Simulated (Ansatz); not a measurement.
# CH5FNOSTa: basis-set convergence

How large a basis does CH5FNOSTa need? Two functionals are run in growing sets.

Method: one geometry, several basis sets; program: Ansatz 0.2.0, Gaussian basis.

Levels to be run: PBE0-D4/def2-SVP; ωB97M-V/def2-SVP; PBE0-D4/def2-QZVPP; ωB97M-V/def2-QZVPP; the functionals' def2-TZVPP values are taken from earlier runs.

### 1 The geometry

All runs share one geometry, relaxed beforehand with PBE0-D4 in a triple-zeta def2 set. Ta takes the def2 core potential; no spin-orbit term is included.

11 atoms, charge 0, spin multiplicity 1.

Atoms are counted from 1 here; the program's logs count them from 0.

Bond lengths: C1–O2 1.403 Å, C1–H7 1.093 Å, C1–H8 1.093 Å, C1–H9 1.092 Å, O2–Ta3 1.866 Å, Ta3–N4 1.964 Å, Ta3–F5 1.884 Å, Ta3–S6 2.166 Å, N4–H10 1.009 Å, N4–H11 1.011 Å. Angles: O2–C1–H7 110.5°, O2–C1–H8 109.4°, O2–C1–H9 109.3°, H7–C1–H8 109.3°, H7–C1–H9 109.4°, H8–C1–H9 109.0°, C1–O2–Ta3 148.0°, O2–Ta3–N4 109.2°, O2–Ta3–F5 108.1°, O2–Ta3–S6 110.6°, N4–Ta3–F5 110.6°, N4–Ta3–S6 106.5°, F5–Ta3–S6 111.9°, Ta3–N4–H10 125.1°, Ta3–N4–H11 124.1°, H10–N4–H11 110.7°.

As a file:

```
C     0.6272   -1.4726   -1.4209
O    -0.2068   -0.6342   -0.6653
Ta   -0.4549    1.0163    0.1680
N    -0.5265    0.7519    2.1128
F    -2.0703    1.7530   -0.4608
S     1.2305    2.3234   -0.2124
H     1.5214   -0.9330   -1.7424
H     0.9226   -2.3328   -0.8151
H     0.0819   -1.8271   -2.2987
H     0.0484    1.2351    2.7860
H    -1.1082    0.0629    2.5692
```

### 2 PBE0-D4 in def2-SVP

in.yaml reads:

```yaml
crystal:
  periodic: [false, false, false]
  atoms:
    - {symbol: C, position_ang: [0.627211, -1.472579, -1.420931]}
    - {symbol: O, position_ang: [-0.206824, -0.634221, -0.665310]}
    - {symbol: Ta, position_ang: [-0.454872, 1.016282, 0.168002]}
    - {symbol: N, position_ang: [-0.526499, 0.751947, 2.112775]}
    - {symbol: F, position_ang: [-2.070311, 1.753041, -0.460814]}
    - {symbol: S, position_ang: [1.230495, 2.323362, -0.212431]}
    - {symbol: H, position_ang: [1.521427, -0.932967, -1.742412]}
    - {symbol: H, position_ang: [0.922553, -2.332769, -0.815075]}
    - {symbol: H, position_ang: [0.081939, -1.827116, -2.298692]}
    - {symbol: H, position_ang: [0.048386, 1.235137, 2.786001]}
    - {symbol: H, position_ang: [-1.108204, 0.062882, 2.569187]}
basis:
  gaussian: {orbitals: def2-SVP}
hamiltonian: {xc: pbe0, dispersion: d4}
output: {orbitals: {seedname: orbitals}}
```

On the command line:

```sh
ansatz run in.yaml --threads 2 --pin off --events-out ev --progress --plain --max-ram 22528MiB --backend cpu
```

Further steps of the session: ωB97M-V in def2-SVP; PBE0-D4 in def2-QZVPP; ωB97M-V in def2-QZVPP.

Q: Predict the results of all the runs planned. Wanted: PBE0-D4: double and triple zeta above quadruple; ωB97M-V: double and triple zeta above quadruple.

**Answer**, as computed:

| quantity | value |
| --- | --- |
| PBE0-D4: double and triple zeta above quadruple | 13.80, 0.76 eV |
| ωB97M-V: double and triple zeta above quadruple | 14.03, 0.72 eV |

In words: PBE0-D4 gains 13.05 eV from double to triple zeta, then 0.76 eV more. Total energies overstate the basis error of differences, where much of it tends to cancel.
